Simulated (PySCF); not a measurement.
# SnSe with other numerical set-ups

Which parts of the numerical set-up matter for SnSe? Each run edits the base script.

The runs use PySCF 2.14.0; each script names its method and basis.

5 further runs of the same task are left out: 1 for a known fault of the program, 4 that didn't finish.

### 1 The system as given

SnSe: 2 atoms, charge 0, spin multiplicity 1.

Bond lengths: Sn1–Se2 2.465 Å.

### 2 The run that the others are compared with

input.py reads:

```python
from pyscf import gto, dft

mol = gto.M(
    atom='Sn 0 0 0; Se 0 0 2.465',
    basis='lanl2dz',
    ecp={'Sn': 'lanl2dz', 'Se': 'lanl2dz'},
    charge=0,
    spin=0,
    verbose=4,
)
mf = dft.RKS(mol, xc='m06l')
mf.kernel()
g = mf.nuc_grad_method()
g.grid_response = True
g.kernel()
mf.dip_moment()
print('orbital energies (hartree):', mf.mo_energy[..., max(0, mol.nelec[1]-3):mol.nelec[0]+3].round(4))
```

On the command line:

```sh
> python input.py
```

Its log is not repeated here.

It gives: E(SCF) = -12.622380 Eh, 12 cycles, μ = 3.63 D, gradient on the second atom 0.0144 Eh/bohr.

The bond length is a typed value, not an optimised one.

### 3 Sto-3g (core potential off)

Variant 1 changes basis set: lanl2dz → sto-3g; core potential: on → off. The core potential changes with it: totals don't compare.

input.py reads:

```python
from pyscf import gto, dft

mol = gto.M(
    atom='Sn 0 0 0; Se 0 0 2.465',
    basis='sto-3g',
    charge=0,
    spin=0,
    verbose=4,
)
mf = dft.RKS(mol, xc='m06l')
mf.kernel()
g = mf.nuc_grad_method()
g.grid_response = True
g.kernel()
mf.dip_moment()
print('orbital energies (hartree):', mf.mo_energy[..., max(0, mol.nelec[1]-3):mol.nelec[0]+3].round(4))
```

On the command line:

```sh
> python input.py
```

### 4 Integration grid 2

Variant 2 changes integration grid: default → 2.

Edit input.py of step 2 so:

```diff
@@ -11,2 +11,3 @@
 mf = dft.RKS(mol, xc='m06l')
+mf.grids.level = 2
 mf.kernel()
```

**Question.** What will these runs give? Wanted: for each run, E(SCF); from base; gap; SCF dipole.

The runs gave:

| run | E(SCF) (hartree) | from base (eV) | cycles | gap (eV) | SCF dipole (D) | functions |
| --- | --- | --- | --- | --- | --- | --- |
| base | -12.622380 | 0 | 12 | 2.85 | 3.63 | 16 |
| sto-3g (core potential off) | -8340.416725 | not comparable | 11 | 3.12 | 2.61 | 45 |
| integration grid 2 | -12.622372 | +0.0002 | 12 | 2.85 | 3.64 | 16 |

What this shows: The dearest run is “sto-3g (core potential off)”, at 3.9 s against 1.2 s.
